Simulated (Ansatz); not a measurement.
# Al: the cost of one run

Computed with Ansatz 0.2.0 (DFT LDA, scalar-relativistic, plane waves, PAW, unless a step's input says otherwise).

This is Al in the bcc structure; at room conditions it is fcc.

### 1 The starting structure

It takes space group Im-3m (No. 229, cubic). Conventional cell: a = 3.182 Å, b = 3.182 Å, c = 3.182 Å, α = 90.00°, β = 90.00°, γ = 90.00°. Al (site symmetry m-3m) has 8 Al at 2.76 Å as nearest neighbours.

Coordinates:

```xyz
1
Lattice="-1.5912 1.5912 1.5912 1.5912 -1.5912 1.5912 1.5912 1.5912 -1.5912" Properties=species:S:1:pos:R:3 pbc="T T T"
Al    0.0000    0.0000    0.0000
```

It goes back to an entry of the Materials Project, which need not be the stable form.

The cell is taken as given, not relaxed at this level.

### 2 The undisturbed cell

input.yaml

```yaml
crystal:
  lattice:
    - [-1.59121869, 1.59121869, 1.59121869]
    - [1.59121869, -1.59121869, 1.59121869]
    - [1.59121869, 1.59121869, -1.59121869]
  atoms:
    - { symbol: Al, position: [0.0, 0.0, 0.0] }
basis:
  ecutwfc: 420
kpoints:
  mp_grid: { grid: [24, 24, 24] }
hamiltonian:
  xc: lda
scf:
  occupations: { method: gaussian, width: 0.15 }
output:
  forces: true
  stress: true
  eigenvalues: true
```

What time and memory should one allow on 1 thread of an Arm CPU, shared host?

About 3.9 s, with a peak of 0.35 GiB.
